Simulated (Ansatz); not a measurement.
# GeSb2Te4: lattice vibrations and screening

This session takes GeSb2Te4 and sets out to get the zone-centre modes and read the electric field gradients at the nuclei.

Method: DFT LDA, scalar-relativistic, plane waves, PAW, in Ansatz 0.2.0.

6 further runs of the same task are left out: 1 that didn't finish, 5 set aside as unsound or not needed.

**1. The structure to begin with**

Symmetry: R3m, No. 160, trigonal system. Conventional cell: a = 4.209 Å, b = 4.209 Å, c = 39.940 Å, α = 90.00°, β = 90.00°, γ = 120.00°. Around Ge (site symmetry 3m) lie 6 Te at 2.81 to 3.13 Å. Around Sb (site symmetry 3m) lie 6 Te at 2.97 to 3.16 Å. Around Sb (site symmetry 3m) lie 6 Te at 2.99 to 3.09 Å. Te (site symmetry 3m) has 3 Ge at 2.81 Å in its first shell of neighbours. Te (site symmetry 3m) is surrounded by 3 Sb at 2.97 Å. Around Te (site symmetry 3m) lie 6 Sb at 3.09 to 3.16 Å. Te (site symmetry 3m) has 3 Sb at 2.99 Å and 3 Ge at 3.13 Å in its first shell of neighbours.

As a file:

```xyz
7
Lattice="2.1043 1.2149 13.3132 -2.1043 1.2149 13.3132 0.0000 -2.4298 13.3132" Properties=species:S:1:pos:R:3 pbc="T T T"
Ge    0.0000    0.0000   22.7775
Sb    0.0000    0.0000   17.1205
Sb    0.0000    0.0000   39.8140
Te    0.0000    0.0000   34.6845
Te    0.0000    0.0000    5.5068
Te    0.0000    0.0000   28.4163
Te    0.0000    0.0000   11.4386
```

It goes back to an entry of the Materials Project, which need not be the stable form.

It is the result of an earlier relaxation at this level (volume 29.17 Å³/atom; gap on the mesh: 0.13 eV).

**2. Linear response at Γ**

Input file input.yaml:

```yaml
crystal:
  lattice:
    - [2.1042717845, 1.2149018812, 13.3131762729]
    - [-2.1042717845, 1.2149018812, 13.3131762729]
    - [0.0, -2.4298037624, 13.3131762729]
  atoms:
    - { symbol: Ge, position: [0.5702995169, 0.5702995169, 0.5702995169] }
    - { symbol: Sb, position: [0.4286595495, 0.4286595495, 0.4286595495] }
    - { symbol: Sb, position: [0.9968558431, 0.9968558431, 0.9968558431] }
    - { symbol: Te, position: [0.8684255189, 0.8684255189, 0.8684255189] }
    - { symbol: Te, position: [0.1378782331, 0.1378782331, 0.1378782331] }
    - { symbol: Te, position: [0.7114831651, 0.7114831651, 0.7114831651] }
    - { symbol: Te, position: [0.2863971735, 0.2863971735, 0.2863971735] }
basis:
  ecutwfc: 420
kpoints:
  mp_grid: { grid: [12, 12, 12] }
hamiltonian:
  xc: lda
scf:
  occupations: { method: gaussian, width: 0.01 }
output:
  eigenvalues: true
phonons:
  method: dfpt
  eigenvectors: true
```

The run is started by

```sh
$ ansatz run input.yaml --threads 4 --pin off --max-ram 12288MiB --backend cpu --events-out ev --progress --plain --runs-dir out
```

Log:

```text
Warning: RAYON_NUM_THREADS=4 ignored (pool sized by the plan → 4); use --threads N
Engine: ansatz 0.2.0, x86_64-unknown-linux-gnu
Pseudopotentials: kind: paw
Pseudopotential: Ge, paw, valence charge 14, recommended cutoff 420 eV (normal), Ge.paw.azcp
Pseudopotential: Sb, paw, valence charge 15, recommended cutoff 420 eV (normal), Sb.paw.azcp
Pseudopotential: Te, paw, valence charge 16, recommended cutoff 420 eV (normal), Te.paw.azcp
Functional definition: SPW92
  exchange = slater_x
  correlation = pw_c
Crystal: 7 atoms, lattice volume = 204.210 Å³
Basis set: ecut = 420 eV, 3951 PW (Γ), exchange–correlation on 192×192×192 points (8 copies of the dense FFT grid, shifted against one another)
Bands: 65, of which v1, the nominal top of the filled ones, is band 54 counted from 1 (53 counted from 0)
Symmetry: 6 space group operations
k-points: 476 of 1728 (irreducible under 2 space group operations, time reversal used)
Non-local potential: Ge, projectors of the file, l = 0: 2, l = 1: 2, l = 2: 3, l = 3: 1
Non-local potential: Sb, projectors of the file, l = 0: 2, l = 1: 2, l = 2: 2, l = 3: 2
Non-local potential: Te, projectors of the file, l = 0: 2, l = 1: 2, l = 2: 2, l = 3: 2
PAW form: soft (Blöchl's): semilocal exchange-correlation on the pseudo side does not see the compensation charge
PAW frozen core: Ge, regenerated for the run's functional, and the local potential with it (the file was generated under x = pbe(κ = 0.804, μ = 0.2195149727645171), c = pbe(β = 0.06672455060314922))
PAW frozen core: Sb, regenerated for the run's functional, and the local potential with it (the file was generated under x = pbe(κ = 0.804, μ = 0.2195149727645171), c = pbe(β = 0.06672455060314922))
PAW frozen core: Te, regenerated for the run's functional, and the local potential with it (the file was generated under x = pbe(κ = 0.804, μ = 0.2195149727645171), c = pbe(β = 0.06672455060314922))
PAW one-centre angular grid: Ge, 590 points (default); XC on 64 Gauss nodes
PAW one-centre angular grid: Sb, 590 points (default); XC on 64 Gauss nodes
PAW one-centre angular grid: Te, 590 points (default); XC on 64 Gauss nodes
Initial density: superposition of atomic densities (neutral atoms: chi_scale 0, normalization atom), corrected by the library's trained network
Initial wavefunctions: pseudopotential atomic-orbital guess
Functional: x = slater, c = lda
SCF iter   1: F=—  HF=-44196.871453 eV  |F-HF|=—  |Δ(HF+E_count)|=         —  Δρ=5.39e-3  dr2=4.78e-2  ethr=1.77e-3  ⟨swp⟩=6.6  Hψ=118610  notcnv=0  defer=68
preconditioner: auto → Resta (q_TF=auto, 2.453 Å⁻¹)  ε∞=4.6  [insulator: Δε(μ)=0.161 eV  Ē_g=8.495 eV  σ=0.010 eV  W_gap=1.00  n_scr=58 (ndim 8)  ℏωp=16.0 eV  f_vac=0.007  D(μ)=0.00/eV (n_scr^D=0)  ε∞_Penn≈4.6]
SCF iter   2: F=—  HF=-44196.854700 eV  |F-HF|=—  |Δ(HF+E_count)|=   1.68e-2  Δρ=2.88e-3  dr2=1.04e-2  ethr=4.43e-5  ⟨swp⟩=2.6  Hψ=46852  notcnv=0  defer=1844
SCF iter   3: F=—  HF=-44196.851263 eV  |F-HF|=—  |Δ(HF+E_count)|=   3.44e-3  Δρ=5.24e-4  dr2=1.22e-3  ethr=9.63e-6  ⟨swp⟩=2.8  Hψ=52727  notcnv=0  defer=1844
SCF iter   4: F=—  HF=-44196.850948 eV  |F-HF|=—  |Δ(HF+E_count)|=   3.15e-4  Δρ=1.73e-4  dr2=9.70e-5  ethr=1.13e-6  ⟨swp⟩=2.0  Hψ=40614  notcnv=0  defer=1844
SCF iter   5: F=—  HF=-44196.850919 eV  |F-HF|=—  |Δ(HF+E_count)|=   2.87e-5  Δρ=4.77e-5  dr2=7.36e-6  ethr=8.98e-8  ⟨swp⟩=2.0  Hψ=50040  notcnv=0  defer=1844
SCF iter   6: F=—  HF=-44196.850820 eV  |F-HF|=—  |Δ(HF+E_count)|=   9.93e-5  Δρ=2.17e-5  dr2=1.13e-6  ethr=6.81e-9  ⟨swp⟩=2.0  Hψ=50040  notcnv=0  defer=1844
SCF iter   7: F=—  HF=-44196.850820 eV  |F-HF|=—  |Δ(HF+E_count)|=   4.94e-7  Δρ=7.23e-6  dr2=1.40e-7  ethr=1.04e-9  ⟨swp⟩=2.0  Hψ=40536  notcnv=0  defer=1844
SCF iter   8: F=—  HF=-44196.850820 eV  |F-HF|=—  |Δ(HF+E_count)|=   2.22e-8  Δρ=1.88e-6  dr2=1.10e-8  ethr=1.30e-10  ⟨swp⟩=2.1  Hψ=49760  notcnv=0  defer=1844
SCF iter   9: F=—  HF=-44196.850820 eV  |F-HF|=—  |Δ(HF+E_count)|=   1.32e-9  Δρ=4.49e-7  dr2=5.42e-10  ethr=1.02e-11  ⟨swp⟩=2.0  Hψ=40520  notcnv=0  defer=1844
SCF iter  10: F=—  HF=-44196.850820 eV  |F-HF|=—  |Δ(HF+E_count)|=  8.73e-11  Δρ=1.18e-7  dr2=4.78e-11  ethr=1.00e-12  ⟨swp⟩=2.2  Hψ=54138  notcnv=0  defer=1844
SCF iter  11: F=-44196.850820 eV  HF=-44196.850820 eV  |F-HF|=7.28e-12  |Δ(HF+E_count)|=  1.46e-11  Δρ=3.11e-8  dr2=2.67e-12  ethr=1.00e-12  ⟨swp⟩=12.6  Hψ=166958  notcnv=0
SCF 1 converged in 11 iterations: F = -44196.850820 eV  dr2 = 2.67e-12
DFPT response loops at Γ: preconditioner auto → Resta (q_TF=auto, 2.453 Å⁻¹)  ε∞=21.2 (no band partly filled); β = 1.00, the filter's whole step (`scf.mixing.beta` (0.50) is not read by the response loops at its default; to damp them type it under 1.00, their step now; it binds the ground state too); Broyden in place of MSR1
the response loops of the zone centre start from zero, take more passes and end by a threshold: the memory limit or budget leaves too little room for the subspace of the ground state's own states beside the solves, or none could be made (phonons.method)
```

Run time: 63 min. Hardware: 4 threads of AMD EPYC 9R45 (Zen 5), shared host.

The run hit its time limit, so its numbers aren't used.

**3. Field gradients**

input.yaml, as its differences from that of step 2:

```diff
@@ -22,5 +22,11 @@
 output:
+  forces: true
+  stress: true
   eigenvalues: true
-phonons:
-  method: dfpt
-  eigenvectors: true
+  efg: {}
+checkpoint:
+  read: start.run
+  write: ck
+  compress: false
+  write_wavefunctions: false
+  write_every: 100000
```

The run is started by

```sh
$ ansatz run input.yaml --threads 4 --pin off --max-ram 12288MiB --backend cpu --events-out ev --progress --plain --runs-dir out
```

Log:

```text
Warning: RAYON_NUM_THREADS=4 ignored (pool sized by the plan → 4); use --threads N
basis.fft_grid_basis auto: the FFT boxes are laid along the combinations [[1, 0, -1], [0, 1, -1], [0, 0, 1]] of the cell's own vectors, 4.209, 4.209 and 13.533 Å long. The dense box has 30×30×96 points. Along the cell's own vectors, as sized, it would have 96×96×96, 10.24 times as many. Of the 6 symmetry operations that the crystal satisfies within crystal.symmetry.tolerance (time reversal apart; of a slab, those that keep its plane) the dense box along the cell's own vectors carries 6, and the one as laid loses 4 of those. basis.fft_grid_basis: typed keeps the cell's own vectors: state it where this run's energies or levels are differenced outside the engine with another run's, or held beside a run that keeps those vectors.
Sb, Te: output.efg is read without spin–orbit coupling, which moves field gradients at and beside such atoms by some per cent and up to a factor of two; PAW files take it under magnetization.noncollinear and magnetization.spin_orbit
[... 8 set-up lines as earlier in the session ...]
Crystal: 7 atoms, lattice volume = 204.210 Å³
Basis set: ecut = 420 eV, 3951 PW (Γ), FFT grids on a1−a3, a2−a3, a3
Bands: 65, of which v1, the nominal top of the filled ones, is band 54 counted from 1 (53 counted from 0)
[... 1 set-up line as earlier in the session ...]
Space group: R3m (ITA 160), of the structure as read, at distance tolerance 5.9e-5 Å
k-points: 189 of 1728 (time reversal used)
[... 10 set-up lines as earlier in the session ...]
Initial density: read from a saved state, or passed on in memory by an earlier SCF of this step, an earlier step, the calling program or the single point that the run made first
[... 2 set-up lines as earlier in the session ...]
iter 1 solved again at ethr=4.72e-7 eV; its pass at ethr=3.10e-3 eV (dr2=5.09e-4 eV) is discarded
SCF iter   1: F=—  HF=-44196.850910 eV  |F-HF|=—  |Δ(HF+E_count)|=         —  Δρ=2.87e-6  dr2=8.23e-9  ethr=4.72e-7  ⟨swp⟩=4.0  Hψ=78964  notcnv=0
eigensolver tolerance schedule: the retry pair's looser diagonalisation over-reported the residual by 61876.94 of it (diagonalisation noise at an unbounded share of the residual, at the tolerance the schedule requests for it); recorded, not acted on — ethr = c·dr2/N_el stays at c = 1.0e-1
preconditioner: auto → Resta (q_TF=auto, 2.453 Å⁻¹)  ε∞=4.6  [insulator: Δε(μ)=0.133 eV  Ē_g=8.494 eV  σ=0.010 eV  W_gap=1.00  n_scr=58 (ndim 8)  ℏωp=16.0 eV  f_vac=0.005  D(μ)=0.00/eV (n_scr^D=0)  ε∞_Penn≈4.6]
SCF iter   2: F=—  HF=-44196.850818 eV  |F-HF|=—  |Δ(HF+E_count)|=   9.17e-5  Δρ=2.21e-6  dr2=4.70e-9  ethr=7.62e-12  ⟨swp⟩=4.0  Hψ=36611  notcnv=0
iter 3 did not close the SCF: its close was put off for the readings that it lacked (scf_convergence_deferred on its scf_iter line)
SCF iter   3: F=-44196.850818 eV  HF=-44196.850818 eV  |F-HF|=3.97e-9  |Δ(HF+E_count)|=   5.76e-9  Δρ=1.20e-6  dr2=1.39e-9  ethr=4.35e-12  ⟨swp⟩=2.0  Hψ=14642  notcnv=0
iter 4 did not close the SCF: its close was put off for the readings that it lacked (scf_convergence_deferred on its scf_iter line)
SCF iter   4: F=-44196.850818 eV  HF=-44196.850818 eV  |F-HF|=8.66e-10  |Δ(HF+E_count)|=   1.40e-9  Δρ=6.36e-7  dr2=3.94e-10  ethr=1.29e-12  ⟨swp⟩=2.0  Hψ=14572  notcnv=0
iter 5 did not close the SCF: its close was put off for the readings that it lacked (scf_convergence_deferred on its scf_iter line)
SCF iter   5: F=-44196.850818 eV  HF=-44196.850818 eV  |F-HF|=4.66e-10  |Δ(HF+E_count)|=  1.82e-10  Δρ=4.63e-7  dr2=2.14e-10  ethr=1.00e-12  ⟨swp⟩=2.0  Hψ=13230  notcnv=0
iter 6 did not close the SCF: its close was put off for the readings that it lacked (scf_convergence_deferred on its scf_iter line)
SCF iter   6: F=-44196.850818 eV  HF=-44196.850818 eV  |F-HF|=3.20e-10  |Δ(HF+E_count)|=  8.00e-11  Δρ=3.96e-7  dr2=1.57e-10  ethr=1.00e-12  ⟨swp⟩=1.0  Hψ=12285  notcnv=0
SCF iter   7: F=-44196.850818 eV  HF=-44196.850818 eV  |F-HF|=1.16e-10  |Δ(HF+E_count)|=  9.46e-11  Δρ=2.24e-7  dr2=5.07e-11  ethr=1.00e-12  ⟨swp⟩=1.0  Hψ=26271  notcnv=0
SCF 1 converged in 7 iterations: F = -44196.850818 eV  dr2 = 5.07e-11
SCF converged after 7 iterations
Free energy (F): -44196.850818 eV
Harris-Foulkes:  -44196.850818 eV  (|F-HF|=1.16e-10)
Internal energy: -44196.850818 eV  (E = F + TS)
E sigma→0 (E₀):  -44196.850818 eV
Fermi energy:    9.981178 eV
--- Per-component energies (eV) ---
  E_band       = -1471.667088
  E_kinetic    = 1255.711651
  E_local      = -10292.399311  (includes V_loc(G=0)·N_el)
  E_nonlocal   = -70.611016
  E_hartree    = 5570.626424
  E_xc         = -848.448821
  E_vxc        = -681.608084  (∫ρ·V_xc dr)
  E_paw        = -28827.123341  (= ΣΔE_a)
  E_vpaw       = -2824.012301  (= ΣTr[D̂ρ^β])
  E_aug_tail   = -0.000512  (compensation charges beyond the density's cutoff)
  E_ewald      = -10990.346510
  E_core_change = 5.740618  (= ΣΔE_core)
  E_smearing   = -0.000000  (= −TS)
  E_closure    = -0.000000  (closes the sum)
  Σ components = -44196.850818   (vs F -44196.850818, Δ=0.00e0)
--- Forces (eV/Å), atoms counted from 1 ---
  atom   1  Ge     0.00000000     0.00000000     0.00023930
  atom   2  Sb     0.00000000     0.00000000    -0.00010711
  atom   3  Sb    -0.00000000     0.00000000     0.00003030
  atom   4  Te     0.00000000    -0.00000000    -0.00019740
  atom   5  Te     0.00000000     0.00000000     0.00016620
  atom   6  Te     0.00000000     0.00000000     0.00012699
  atom   7  Te     0.00000000    -0.00000000    -0.00026354
  max |Σ_I F_I| component: 5.27e-6 eV/Å
--- Stress (GPa, compression-positive) ---
        0.000072       0.000000       0.000000
        0.000000       0.000072      -0.000000
        0.000000      -0.000000      -0.000073
  P = ⅓ Tr σ = 0.0000 GPa (0.000 kbar)
--- PAW observables at the nuclei: V_zz in 10²¹ V/m², potentials from the cell's mean, atoms counted from 1 ---
  atom   1  Ge V_zz =    -0.771610   η = 0.0000   by run symmetry: allowed
            electrostatic potential = -4323.803061 V   contact ρ = none
  atom   2  Sb V_zz =    +0.775013   η = 0.0000   by run symmetry: allowed
            electrostatic potential = -8408.879445 V   contact ρ = none
  atom   3  Sb V_zz =    +1.730226   η = 0.0000   by run symmetry: allowed
            electrostatic potential = -8408.859039 V   contact ρ = none
  atom   4  Te V_zz =    -6.493851   η = 0.0000   by run symmetry: allowed
            electrostatic potential = -8648.960569 V   contact ρ = none
  atom   5  Te V_zz =    +1.585327   η = 0.0000   by run symmetry: allowed
            electrostatic potential = -8648.594702 V   contact ρ = none
  atom   6  Te V_zz =   +11.477706   η = 0.0000   by run symmetry: allowed
            electrostatic potential = -8648.838444 V   contact ρ = none
  atom   7  Te V_zz =    +1.012240   η = 0.0000   by run symmetry: allowed
            electrostatic potential = -8648.665291 V   contact ρ = none
--- Band table (eV; the first three rows and the last of 189) ---
  k-point 0: bands = ["-27.2927", "-27.2927", "-27.2916", "-27.2865", "-27.2865", "-27.2330", "-27.2330", "-27.2301", "-27.2262", "-27.2262", "-27.0899", "-27.0826", "-27.0826", "-27.0496", "-27.0496", "-26.9347", "-26.9347", "-26.9166", "-26.9166", "-26.9097", "-19.6924", "-19.6924", "-19.6893", "-19.6860", "-19.6860", "-19.6661", "-19.6661", "-19.6613", "-19.6591", "-19.6591", "-14.9735", "-14.9735", "-14.9622", "-14.9622", "-14.9599", "-3.8111", "-3.2313", "-2.8653", "-1.7617", "0.4468", "2.4362", "3.3669", "7.2386", "7.6698", "7.6698", "7.7416", "7.8227", "7.8227", "8.3149", "8.3149", "8.4053", "8.4053", "8.9180", "9.7340", "10.2580", "10.2580", "10.5371", "10.9508", "10.9508", "11.2509", "12.1117", "12.3031", "12.3031", "14.0471", "15.0439"]
  k-point 1: bands = ["-27.2928", "-27.2927", "-27.2915", "-27.2865", "-27.2864", "-27.2330", "-27.2330", "-27.2300", "-27.2262", "-27.2261", "-27.0898", "-27.0826", "-27.0826", "-27.0496", "-27.0495", "-26.9347", "-26.9345", "-26.9167", "-26.9166", "-26.9097", "-19.6926", "-19.6922", "-19.6891", "-19.6860", "-19.6858", "-19.6664", "-19.6659", "-19.6611", "-19.6592", "-19.6590", "-14.9738", "-14.9734", "-14.9623", "-14.9622", "-14.9598", "-3.7446", "-3.1727", "-2.8028", "-1.7248", "0.4770", "2.3479", "3.2854", "6.8122", "6.9998", "7.2310", "7.4035", "7.7225", "7.8339", "8.0834", "8.1481", "8.6482", "8.6546", "9.0783", "9.8191", "10.1939", "10.2070", "10.5723", "11.2899", "11.3144", "11.7371", "12.0926", "12.3302", "12.4955", "14.0424", "14.5265"]
  k-point 2: bands = ["-27.2928", "-27.2927", "-27.2913", "-27.2865", "-27.2861", "-27.2331", "-27.2329", "-27.2298", "-27.2262", "-27.2258", "-27.0896", "-27.0827", "-27.0826", "-27.0496", "-27.0491", "-26.9347", "-26.9341", "-26.9168", "-26.9166", "-26.9094", "-19.6935", "-19.6918", "-19.6886", "-19.6861", "-19.6852", "-19.6671", "-19.6654", "-19.6606", "-19.6593", "-19.6585", "-14.9744", "-14.9730", "-14.9625", "-14.9621", "-14.9594", "-3.5472", "-2.9991", "-2.6220", "-1.6217", "0.5435", "2.0803", "3.0071", "5.8731", "6.3901", "6.6604", "6.9762", "6.9921", "7.2772", "8.0255", "8.0585", "8.2857", "8.5841", "9.3133", "9.5914", "10.4238", "10.6078", "10.7624", "11.7278", "11.7609", "12.0811", "12.5135", "12.6039", "13.2385", "13.6275", "14.5621"]
  k-point 188: bands = ["-27.2927", "-27.2927", "-27.2916", "-27.2865", "-27.2865", "-27.2330", "-27.2330", "-27.2301", "-27.2262", "-27.2262", "-27.0899", "-27.0826", "-27.0826", "-27.0496", "-27.0496", "-26.9347", "-26.9347", "-26.9166", "-26.9166", "-26.9097", "-19.6924", "-19.6924", "-19.6893", "-19.6860", "-19.6860", "-19.6661", "-19.6661", "-19.6613", "-19.6591", "-19.6591", "-14.9735", "-14.9735", "-14.9622", "-14.9622", "-14.9599", "-3.7365", "-3.4829", "-2.3763", "-2.1706", "0.8444", "1.7897", "3.8361", "6.7742", "7.6688", "7.6688", "7.8454", "7.8454", "8.1685", "8.1685", "8.2635", "8.5709", "8.5709", "8.7023", "9.8294", "10.0473", "10.0473", "10.4114", "11.3257", "11.3257", "11.3376", "12.0495", "12.0495", "12.1206", "14.1330", "15.0303"]
```

Run time: 16 s. Hardware: 4 threads of AMD EPYC 9R45 (Zen 5), shared host; peak memory 1.9 GiB.

One row a distinct site:

| atom | V_zz (10²¹ V/m²) | η |
| --- | --- | --- |
| Ge1 | -0.772 | 0.00 |
| Sb2 | 0.775 | 0.00 |
| Sb3 | 1.73 | 0.00 |
| Te4 | -6.49 | 0.00 |
| Te5 | 1.59 | 0.00 |
| Te6 | 11.48 | 0.00 |
| Te7 | 1.01 | 0.00 |

**4. Outcome**

| quantity | value |
| --- | --- |
| largest V_zz, in size | 11.48 ×10²¹ V/m² at Te |

**Reading.** 1 run did not end normally (timeout), so the aim is met only in part. The largest field gradient is at Te6 (11.48 ×10²¹ V/m²); where the nucleus has a quadrupole moment, the product sets the coupling seen in NMR or NQR. η is zero at all sites: each lies on an axis of threefold or higher symmetry, or has no gradient. Spin-orbit coupling is left out, which matters for gradients at heavy nuclei. Spin-orbit coupling is left out, which matters for the bands of Sb, Te.
